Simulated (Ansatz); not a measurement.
# In3TeMo3: the cost of one run

Computed with Ansatz 0.2.0 (DFT PBE, scalar-relativistic, plane waves, PAW, unless a step names another level, unless a step's input says otherwise).

3 further runs of the same task are left out: 2 that didn't finish, 1 set aside as unsound or not needed. Runs told in other sessions of the task aren't counted.

## (1) The starting structure

Symmetry: P6_3/m, No. 176, hexagonal system. Conventional cell: a = 9.153 Å, b = 9.153 Å, c = 4.506 Å, α = 90.00°, β = 90.00°, γ = 120.00°. Around In (site symmetry m) lie 3 Te at 3.03 to 3.47 Å and 4 Mo at 3.04 to 3.14 Å and 2 In at 3.08 Å. Around Te (site symmetry -6) lie 9 In at 3.03 to 3.47 Å. Mo (site symmetry m) has 6 Mo at 2.59 to 2.71 Å and 4 In at 3.04 to 3.14 Å in its first shell of neighbours.

As a file:

```cif
data_structure
_symmetry_space_group_name_H-M 'P 1'
_symmetry_Int_Tables_number 1
_cell_length_a 9.1526
_cell_length_b 9.1526
_cell_length_c 4.5060
_cell_angle_alpha 90.000
_cell_angle_beta 90.000
_cell_angle_gamma 120.000
_cell_volume 326.89
loop_
_atom_site_label
_atom_site_type_symbol
_atom_site_fract_x
_atom_site_fract_y
_atom_site_fract_z
_atom_site_occupancy
In1 In 0.37418 0.97389 0.25000 1
In2 In 0.59971 0.62582 0.25000 1
In3 In 0.62582 0.02611 0.75000 1
In4 In 0.40029 0.37418 0.75000 1
In5 In 0.02611 0.40029 0.25000 1
In6 In 0.97389 0.59971 0.75000 1
Te1 Te 0.33333 0.66667 0.75000 1
Te2 Te 0.66667 0.33333 0.25000 1
Mo1 Mo 0.83875 0.00457 0.25000 1
Mo2 Mo 0.99543 0.83418 0.25000 1
Mo3 Mo 0.16582 0.16125 0.25000 1
Mo4 Mo 0.00457 0.16582 0.75000 1
Mo5 Mo 0.83418 0.83875 0.75000 1
Mo6 Mo 0.16125 0.99543 0.75000 1
```

It came out lowest among 16 distinct ends of the trial cells. At a tolerance of 0.05 Å it has space group P6_3/m (No. 176).

## (2) A stricter relaxation, on the response runs' mesh and smearing

Contents of input.yaml:

```yaml
crystal:
  lattice:
    - [9.1525823585, 0.0, 0.0]
    - [-4.5762911793, 7.9263688327, 0.0]
    - [0.0, 0.0, 4.5059634765]
  atoms:
    - { symbol: In, position: [0.3741821398, 0.9738937609, 0.25] }
    - { symbol: In, position: [0.5997116211, 0.6258178602, 0.25] }
    - { symbol: In, position: [0.6258178602, 0.0261062391, 0.75] }
    - { symbol: In, position: [0.4002883789, 0.3741821398, 0.75] }
    - { symbol: In, position: [0.0261062391, 0.4002883789, 0.25] }
    - { symbol: In, position: [0.9738937609, 0.5997116211, 0.75] }
    - { symbol: Te, position: [0.3333333333, 0.6666666667, 0.75] }
    - { symbol: Te, position: [0.6666666667, 0.3333333333, 0.25] }
    - { symbol: Mo, position: [0.8387520168, 0.0045697186, 0.25] }
    - { symbol: Mo, position: [0.9954302814, 0.8341822982, 0.25] }
    - { symbol: Mo, position: [0.1658177018, 0.1612479832, 0.25] }
    - { symbol: Mo, position: [0.0045697186, 0.1658177018, 0.75] }
    - { symbol: Mo, position: [0.8341822982, 0.8387520168, 0.75] }
    - { symbol: Mo, position: [0.1612479832, 0.9954302814, 0.75] }
basis:
  ecutwfc: 420
kpoints:
  mp_grid: { grid: [6, 6, 8] }
hamiltonian:
  xc: pbe
scf:
  occupations: { method: gaussian, width: 0.1 }
output:
  forces: true
  stress: true
  eigenvalues: true
relax:
  adjacent_minimum: "off"
  f_tol: 0.001
  max_steps: 60
  cell: { stress_tol: 0.01 }
```

On the command line:

```
ansatz run input.yaml --threads 3 --pin off --max-ram 7680MiB --backend cpu --events-out ev --progress --plain --runs-dir out
```

What time and memory should one allow on 3 threads of Arm Neoverse V2, shared host?

About 8.1 min, with a peak of 1.7 GiB.
